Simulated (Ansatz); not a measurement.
# CH9B2InOSi: basis-set convergence

Aim: see how fast density functionals converge with the basis set for CH9B2InOSi.

The runs use Ansatz 0.2.0, Gaussian basis; one geometry, several basis sets.

Levels to be run: PBE0-D4/def2-SVP; ωB97M-V/def2-SVP; PBE0-D4/def2-QZVPP; ωB97M-V/def2-QZVPP; the functionals' def2-TZVPP values are taken from earlier runs.

1 further run of the same task is left out (it didn't finish).

## 1. The relaxed structure

The geometry comes from an earlier relaxation with PBE0-D4 in a triple-zeta def2 set; it is a stationary point, not always the lowest conformer. In takes the def2 core potential; no spin-orbit term is included.

SMILES `BBOC[SiH2][InH2]`, 15 atoms, charge 0, spin multiplicity 1.

Atoms are counted from 1 here; the program's logs count them from 0.

Bond lengths: B1–B2 1.671 Å, B1–H7 1.198 Å, B1–H8 1.199 Å, B2–O3 1.357 Å, B2–H9 1.211 Å, O3–C4 1.454 Å, C4–Si5 1.919 Å, C4–H10 1.092 Å, C4–H11 1.093 Å, Si5–In6 2.568 Å, Si5–H12 1.490 Å, Si5–H13 1.489 Å, In6–H14 1.729 Å, In6–H15 1.729 Å. Angles: B2–B1–H7 121.7°, B2–B1–H8 121.8°, H7–B1–H8 116.3°, B1–B2–O3 123.3°, B1–B2–H9 119.2°, O3–B2–H9 117.5°, B2–O3–C4 122.8°, O3–C4–Si5 105.5°, O3–C4–H10 108.9°, O3–C4–H11 107.3°, Si5–C4–H10 115.8°, Si5–C4–H11 110.6°, H10–C4–H11 108.4°, C4–Si5–In6 88.5°, C4–Si5–H12 109.4°, C4–Si5–H13 109.0°, In6–Si5–H12 118.2°, In6–Si5–H13 121.7° and more.

Geometry (Å):

```xyz
15
CH9B2InOSi
B    -2.59574    1.04574    0.54424
B    -1.48393   -0.18429    0.75003
O    -0.15765   -0.03769    0.50241
C     0.79761   -1.12348    0.65345
Si    1.96936   -0.99094   -0.86003
In    1.16352    1.42467   -1.18894
H    -3.18796    1.19393   -0.48687
H    -2.91104    1.76988    1.44619
H    -1.86566   -1.26814    1.13064
H     0.25155   -2.06414    0.74994
H     1.34722   -0.94637    1.58139
H     1.58007   -2.00722   -1.87842
H     3.36006   -1.30034   -0.42566
H     1.82899    2.68359   -0.20877
H    -0.09643    1.80481   -2.30959
```

## 2. PBE0-D4 in def2-SVP

Contents of in.yaml:

```yaml
crystal:
  periodic: [false, false, false]
  atoms:
    - {symbol: B, position_ang: [-2.595736, 1.045744, 0.544242]}
    - {symbol: B, position_ang: [-1.483927, -0.184294, 0.750025]}
    - {symbol: O, position_ang: [-0.157645, -0.037691, 0.502411]}
    - {symbol: C, position_ang: [0.797615, -1.123483, 0.653454]}
    - {symbol: Si, position_ang: [1.969363, -0.990936, -0.860032]}
    - {symbol: In, position_ang: [1.163519, 1.424668, -1.188941]}
    - {symbol: H, position_ang: [-3.187956, 1.193929, -0.486871]}
    - {symbol: H, position_ang: [-2.911035, 1.769879, 1.446188]}
    - {symbol: H, position_ang: [-1.865655, -1.268142, 1.130642]}
    - {symbol: H, position_ang: [0.251551, -2.064139, 0.749937]}
    - {symbol: H, position_ang: [1.347215, -0.946375, 1.581390]}
    - {symbol: H, position_ang: [1.580065, -2.007224, -1.878416]}
    - {symbol: H, position_ang: [3.360058, -1.300337, -0.425658]}
    - {symbol: H, position_ang: [1.828985, 2.683588, -0.208766]}
    - {symbol: H, position_ang: [-0.096428, 1.804813, -2.309593]}
basis:
  gaussian: {orbitals: def2-SVP}
hamiltonian: {xc: pbe0, dispersion: d4}
output: {orbitals: {seedname: orbitals}}
```

The run is started by

```console
$ ansatz run in.yaml --threads 2 --pin off --events-out ev --progress --plain --max-ram 22528MiB --backend cpu
```

The runs that follow: ωB97M-V in def2-SVP; PBE0-D4 in def2-QZVPP; ωB97M-V in def2-QZVPP.

**Question.** What will the summary of the whole plan be? Wanted: PBE0-D4: double and triple zeta above quadruple; ωB97M-V: double and triple zeta above quadruple.

The runs gave:

| quantity | value |
| --- | --- |
| PBE0-D4: double and triple zeta above quadruple | 8.60, 0.57 eV |
| ωB97M-V: double and triple zeta above quadruple | 8.87, 0.55 eV |

PBE0-D4 gains 8.03 eV from double to triple zeta, then 0.57 eV more. Total energies overstate the basis error of differences, where much of it tends to cancel.
